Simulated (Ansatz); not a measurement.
The system is MnCoGe.

```
Ge Co Mn
1.0
     4.09114    0.00000    0.00000
    -2.04557    3.54303    0.00000
     0.00000    0.00000    5.14388
Ge Co Mn
2 2 2
Direct
  0.33333 0.66667 0.25000
  0.66667 0.33333 0.75000
  0.66667 0.33333 0.25000
  0.33333 0.66667 0.75000
  0.00000 0.00000 0.50000
  0.00000 0.00000 0.00000
```

The cell is a database's computed one.

Base run:

```yaml
Program: Ansatz 0.2.0
Functional: PBEsol
Potentials_or_basis: JTH PAW
Cutoff: 1320 eV
Density_cutoff: 5280 eV
k_mesh: 8 × 8 × 5
Occupations: fermi-dirac, width 0.05 eV
Spin: collinear spin, ferromagnetic start
Starting_moments: "[0.0, 0.0, 2.0, 2.0, 4.0, 4.0] μB"
```

Its results: band gap on the k mesh none (metal or under the smearing width); pressure -8.9 GPa; net moment 6.13 μB per cell; site moments Ge -0.06; Co +0.45; Mn +2.65 μB.

The run is repeated on the same cell with these changes: potentials or basis from JTH PAW to PseudoDojo standard (PBEsol files); cutoff from 1320 eV to 1306 eV; density cutoff from 5280 eV to 5225 eV. What comes out?

Band gap on the k mesh none (metal or under the smearing width); pressure -8.8 GPa; net moment 6.28 μB per cell; site moments Ge -0.06; Co +0.44; Mn +2.73 μB.

Not every run made on this cell is shown here.
